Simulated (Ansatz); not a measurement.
Predict the output of the script below (Ansatz 0.2.0 through its Python package).

`nbru_nbru.cif`
```cif
data_NbRu
_cell_length_a 3.184000
_cell_length_b 3.184000
_cell_length_c 3.184000
_cell_angle_alpha 90.00000
_cell_angle_beta 90.00000
_cell_angle_gamma 90.00000
_symmetry_space_group_name_H-M 'P 1'
_symmetry_Int_Tables_number 1
loop_
_symmetry_equiv_pos_as_xyz
'x, y, z'
loop_
_atom_site_label
_atom_site_type_symbol
_atom_site_fract_x
_atom_site_fract_y
_atom_site_fract_z
Nb1 Nb    0.000000    0.000000    0.000000
Ru2 Ru    0.500000    0.500000    0.500000
```

The script reads `nbru_nb.vasp`:
```text
Nb
1.0
  -1.66395000    1.66395000    1.66395000
   1.66395000   -1.66395000    1.66395000
   1.66395000    1.66395000   -1.66395000
Nb
1
Direct
   0.00000000    0.00000000    0.00000000
```

The script reads `nbru_ru.cif`:
```cif
data_Ru
_cell_length_a 2.705800
_cell_length_b 2.705800
_cell_length_c 4.281900
_cell_angle_alpha 90.00000
_cell_angle_beta 90.00000
_cell_angle_gamma 120.00000
_symmetry_space_group_name_H-M 'P 1'
_symmetry_Int_Tables_number 1
loop_
_symmetry_equiv_pos_as_xyz
'x, y, z'
loop_
_atom_site_label
_atom_site_type_symbol
_atom_site_fract_x
_atom_site_fract_y
_atom_site_fract_z
Ru1 Ru    0.333333    0.666667    0.250000
Ru2 Ru    0.666667    0.333333    0.750000
```

Script `formation_nbru.py`:
```python
# -*- coding: utf-8 -*-
"""Is NbRu bound against its elements, after relaxing atoms and volume at fixed cell shape."""

from collections import Counter
from dataclasses import dataclass
import csv
import warnings

import ansatz as az
from ase.io import read
import numpy as np


@dataclass
class RunConfig:
    functional: str = "r2SCAN"
    ecut: int = 600
    k_spacing: float = 0.15
    filling: str = "fermi_dirac"
    smearing_width: float = 0.1


cfg = RunConfig()


def solve(name, crystal):
    calc = (
        crystal.calculation()
        .functional(cfg.functional)
        .basis(cfg.ecut)
        .kpoints(spacing=cfg.k_spacing)
        .occupations(cfg.filling, width=cfg.smearing_width)  # the run then minimises F = E - TS
        .stress()
    )
    calc = calc.relax(force_tolerance=0.01, max_steps=60, fix_cell=["shape"])
    return calc.run(threads=1)


def counts(outcome):
    return Counter(site.symbol for site in outcome.lattice.sites)

def formation_energy(outcome, mu):
    n = counts(outcome)
    return (outcome.report["energy_sigma0_ev"] - sum(k * mu[element] for element, k in n.items())) / sum(n.values())


def volume_per_atom(outcome):
    return abs(np.linalg.det(outcome.lattice.cell_ang)) / len(outcome.lattice.sites)

warnings.simplefilter("ignore", az.DeckWarning)

phases = {}
atoms = read("nbru_nbru.cif")
nbru = az.Crystal.from_ase(atoms)
phases["NbRu"] = nbru
atoms = read("nbru_nb.vasp", format="vasp")
nb = az.Crystal.from_ase(atoms)
phases["Nb"] = nb
atoms = read("nbru_ru.cif")
ru = az.Crystal.from_ase(atoms)
phases["Ru"] = ru

done = {}
for name, crystal in phases.items():
    done[name] = solve(name, crystal)
    print(f"{name}: {done[name].report['energy_sigma0_ev']:.4f} eV, {len(done[name].lattice.sites)} atoms")

# energy of one atom in its reference phase
references = {"Nb": "Nb", "Ru": "Ru"}
mu = {element: done[name].report["energy_sigma0_ev"] / len(done[name].lattice.sites) for element, name in references.items()}

target = done["NbRu"]
heat = formation_energy(target, mu)
rows = [(name, len(o.lattice.sites), volume_per_atom(o), formation_energy(o, mu)) for name, o in done.items()]
with open("formation.csv", "w", newline="") as handle:
    writer = csv.writer(handle)
    writer.writerow(["phase", "atoms", "V (A^3/atom)", "E_form (eV/atom)"])
    writer.writerows([round(v, 4) if isinstance(v, float) else v for v in row] for row in rows)
print(open("formation.csv").read())
```

`python formation_nbru.py` gives:
```text
NbRu: -10454.7475 eV, 2 atoms
Nb: -4563.6333 eV, 1 atoms
Ru: -11781.4132 eV, 2 atoms
phase,atoms,V (A^3/atom),E_form (eV/atom)
NbRu,2,15.7822,-0.2038
Nb,1,18.0501,0.0
Ru,2,13.4986,0.0
```

Reading the output:
- Total energies depend on the potentials; only differences at equal settings carry meaning.
- Spin is left out of this run.
- Atoms and volume are relaxed with the cell's shape held, which in cells of lower than cubic symmetry can hide stresses and shift volumes.
- This is a high-temperature or high-pressure form, not the ambient phase.
- The cells come from databases of deposited and of computed structures, and not all need be stable phases.
- The compound is the structure given, not necessarily its lowest; energies are at zero temperature, with no correction for gases. A semilocal functional's error on such energies is often 0.05 to 0.1 eV an atom, and 0.1 to 0.3 eV against gases such as O2 or F2.
- Timing: 2.6 min on 1 thread of Arm Neoverse V2, with other jobs on the host, peak memory 0.73 GiB.
